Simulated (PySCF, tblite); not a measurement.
# C₆H₁₅AlSi: geometry, infrared bands and NMR shifts

Aim: predict the infrared bands and NMR shifts of C₆H₁₅AlSi (`[SiH3]CC[C@H]1CC[CH2][AlH]1`).

The runs use tblite 0.8.0 and PySCF 2.14.0, with density-fitted response routines of our own; the level of theory stands in each step. All values are computed, except where a source is named. Atoms count from 0, in the outputs and in this text.

## Step 1: The molecule as given

23 atoms, charge 0, multiplicity 1; geometry from: force field or distance geometry start.

Bonds of the start (Å): Si0–C1 1.89, C1–C2 1.51, C2–C3 1.49, C3–C4 1.54, C4–C5 1.52, C5–C6 1.54, C6–Al7 2.02, Al7–C3 2.01, Si0–H8 1.47, Si0–H9 1.50, Si0–H10 1.46, C1–H11 1.08, C1–H12 1.11, C2–H13 1.11, C2–H14 1.14, C3–H15 1.10, C4–H16 1.12, C4–H17 1.09, C5–H18 1.09, C5–H19 1.12, C6–H20 1.10, C6–H21 1.08, Al7–H22 1.59.

## Step 2: Optimising the geometry with GFN2-xTB

What the job is given:

```
{"job": {"kind": "relax", "xc": "GFN2-xTB", "basis": "xTB"}, "charge": 0, "multiplicity": 1}
Si     3.606900     0.556000    -0.256900
C      2.070400    -0.499200    -0.595200
C      1.005100     0.027200     0.339000
C     -0.308500    -0.674700     0.221400
C     -1.261600    -0.009200     1.232300
C     -2.668900    -0.278500     0.736800
C     -2.867200     0.633000    -0.488400
Al    -1.235800    -0.066700    -1.453500
H      3.761000     1.483000    -1.391300
H      3.375400     1.342700     0.994100
H      4.772900    -0.318100    -0.155900
H      1.742900    -0.390300    -1.623700
H      2.286600    -1.548500    -0.288900
H      1.344400     0.015200     1.392200
H      0.819800     1.130300     0.106100
H     -0.288400    -1.767000     0.330600
H     -1.088100     1.081700     1.073000
H     -1.066300    -0.367600     2.243900
H     -3.444700    -0.134800     1.491800
H     -2.671400    -1.305800     0.301800
H     -2.694100     1.679600    -0.185200
H     -3.790300     0.448300    -1.017500
H     -1.404700    -1.009600    -2.723300
```

Started as:

```bash
> OMP_NUM_THREADS=1 python probes_run.py task.json out
```

This one command runs all jobs of the session in turn.

**Question.** This job is followed by: GFN2-xTB harmonic vibrations, gas phase; GIAO PBE0/pcSseg-1 NMR shielding, non-relativistic, gas phase. What will the session give for the following? strongest single infrared mode (GFN2-xTB); zero-point energy (GFN2-xTB); 13C shifts against TMS (PBE0/pcSseg-1); 1H shifts against TMS (PBE0/pcSseg-1, means over atoms taken as alike); 29Si shifts against TMS (PBE0/pcSseg-1); 27Al shifts against AlH4- (PBE0/pcSseg-1); surface potential, 1st and 99th percentile.

As calculated:

| quantity | value |
| --- | --- |
| strongest single infrared mode (GFN2-xTB) | 1797 cm⁻¹, 564 km/mol |
| zero-point energy (GFN2-xTB) | 114.8 kcal/mol |
| 13C shifts against TMS (PBE0/pcSseg-1) | 44.7, 41.6, 34.8, 32.9, 22.1, 15.9 ppm |
| 1H shifts against TMS (PBE0/pcSseg-1, means over atoms taken as alike) | 6.14, 3.85, 2.54, 2.53, 2.02, 1.32, 1.27, 1.24, 1.20, 1.14, 0.95, 0.93, 0.47 ppm |
| 29Si shifts against TMS (PBE0/pcSseg-1) | -73.4 ppm |
| 27Al shifts against AlH4- (PBE0/pcSseg-1) | 246.0 ppm |
| surface potential, 1st and 99th percentile | -0.40 V and 2.76 V |

In words: Over 201 steps the energy fell by 1.027 eV; of the close pairs, C2–H14 changed most, 1.143 to 1.094 Å. No mode is imaginary among the 63: a minimum at this level. The strongest single mode, at 1797 cm⁻¹, moves mainly H22. Unscaled tight-binding wavenumbers are off by several per cent, some by more. Its intensities can rank the bands wrongly. At PBE0/pcSseg-1: Shielding is most anisotropic at Al7 (span 130 ppm, paramagnetic term -553 ppm). At PBE0/pcSseg-1, counted by nearest atom on the grid, the HOMO lies on C3 30 %; C6 17 %, the LUMO on Al7 48 %; H22 17 %.
